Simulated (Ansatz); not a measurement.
# V3Te8Mo: the cost of one run

Computed with Ansatz 0.2.0 (DFT PBE, scalar-relativistic, plane waves, PAW, unless a step's input says otherwise).

## (1) The structure to begin with

The structure is trigonal, space group P-3m1 (No. 164). Conventional cell: a = 3.584 Å, b = 3.584 Å, c = 29.958 Å, α = 90.00°, β = 90.00°, γ = 120.00°. V (site symmetry 3m) is surrounded by 6 Te at 2.70 Å. V (site symmetry -3m) has 6 Te at 2.70 Å in its first shell of neighbours. Te (site symmetry 3m) is surrounded by 3 V at 2.70 Å. Te (site symmetry 3m) has 3 Mo at 2.76 Å in its first shell of neighbours. Mo (site symmetry -3m) is surrounded by 6 Te at 2.76 Å.

Structure file:

```xyz
12
Lattice="3.5842 0.0000 0.0000 -1.7921 3.1040 0.0000 0.0000 0.0000 29.9584" Properties=species:S:1:pos:R:3 pbc="T T T"
V     0.0000    0.0000   22.4153
V     0.0000    0.0000    7.5395
V     0.0000    0.0000   14.9828
Te    1.7921    1.0347    5.8005
Te    1.7921    1.0347   13.2429
Te    1.7921    1.0347   20.6782
Te    1.7921    1.0347   28.1353
Te    0.0000    2.0693    1.8233
Te    0.0000    2.0693    9.2780
Te    0.0000    2.0693   16.7206
Te    0.0000    2.0693   24.1549
Mo    0.0000    0.0000    0.0001
```

The start is the relaxed end of an invented cell (made as: elements ordered on the sites of the VTe2 type, V/Mo on V (P-3m1, No. 164)), taken up again for a closer look.

## (2) Probe: one point on a coarse mesh

The input, input.yaml:

```yaml
crystal:
  lattice:
    - [3.5842021, 0.0, 0.0]
    - [-1.792101, 3.10401, 0.0]
    - [0.0, 0.0, 29.9584385]
  atoms:
    - { symbol: V, position: [0.0, 0.0, 0.748214], spin: 0.96 }
    - { symbol: V, position: [0.0, 0.0, 0.251665], spin: -0.96 }
    - { symbol: V, position: [0.0, 0.0, 0.500119], spin: -0.96 }
    - { symbol: Te, position: [0.6666667, 0.3333333, 0.193619] }
    - { symbol: Te, position: [0.6666667, 0.3333333, 0.442042] }
    - { symbol: Te, position: [0.6666667, 0.3333333, 0.690228] }
    - { symbol: Te, position: [0.6666667, 0.3333333, 0.939143] }
    - { symbol: Te, position: [0.3333333, 0.6666667, 0.060862] }
    - { symbol: Te, position: [0.3333333, 0.6666667, 0.309697] }
    - { symbol: Te, position: [0.3333333, 0.6666667, 0.558126] }
    - { symbol: Te, position: [0.3333333, 0.6666667, 0.806282] }
    - { symbol: Mo, position: [0.0, 0.0, 3.0e-06] }
basis:
  ecutwfc: 420
kpoints:
  mp_grid: { grid: [6, 6, 1] }
hamiltonian:
  xc: pbe
scf:
  occupations: { method: gaussian, width: 0.1 }
  lower_state_search: "off"
output:
  forces: true
  stress: true
  eigenvalues: true
  populations: true
magnetization:
  spin_polarized: true
```

Run with:

```sh
$ ansatz run input.yaml --threads 4 --pin off --max-ram 8192MiB --backend cpu --events-out ev --progress --plain --runs-dir out
```

**Question.** How long does this run take on 4 threads of Intel Xeon Platinum 8375C at 2.90GHz (Ice Lake), shared host, and how much memory does it need?

About 30 s, with a peak of 1.3 GiB.
